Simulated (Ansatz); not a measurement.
The system is NbSi.

```
Nb Si
1.0
     0.00000    2.57383    2.57383
     2.57383    0.00000    2.57383
     2.57383    2.57383    0.00000
Nb Si
1 1
Direct
  0.00000 0.00000 0.00000
  0.50000 0.50000 0.50000
```

The cell was built by a generator and needn't be a form met in nature.

Base run:

```yaml
Program: Ansatz 0.2.0
Functional: LDA
Potentials_or_basis: Ansatz PAW
Cutoff: "420 eV (not typed: the program's choice for these potentials)"
k_mesh: 9 × 9 × 9
Occupations: fermi-dirac, width 0.05 eV
Spin: no spin polarisation
Hubbard_terms: Nb d U = 3 eV
```

Its results: band gap on the k mesh none (metal or under the smearing width); pressure -6.1 GPa.

Q: The run is repeated on the same cell with these changes: hubbard terms from Nb d U = 3 eV to Nb d U = 2 eV. What comes out?

A: Band gap on the k mesh none (metal or under the smearing width); pressure -6.5 GPa.

Caveats: U without spin polarisation on a metal has little footing; the PAW data sets come from PBE, with cores solved anew for the run's functional, which leaves a small shift of forces and pressure; the U is typed as a test and isn't derived for this compound; the density of states is complete only up to the lowest level of the last band computed.
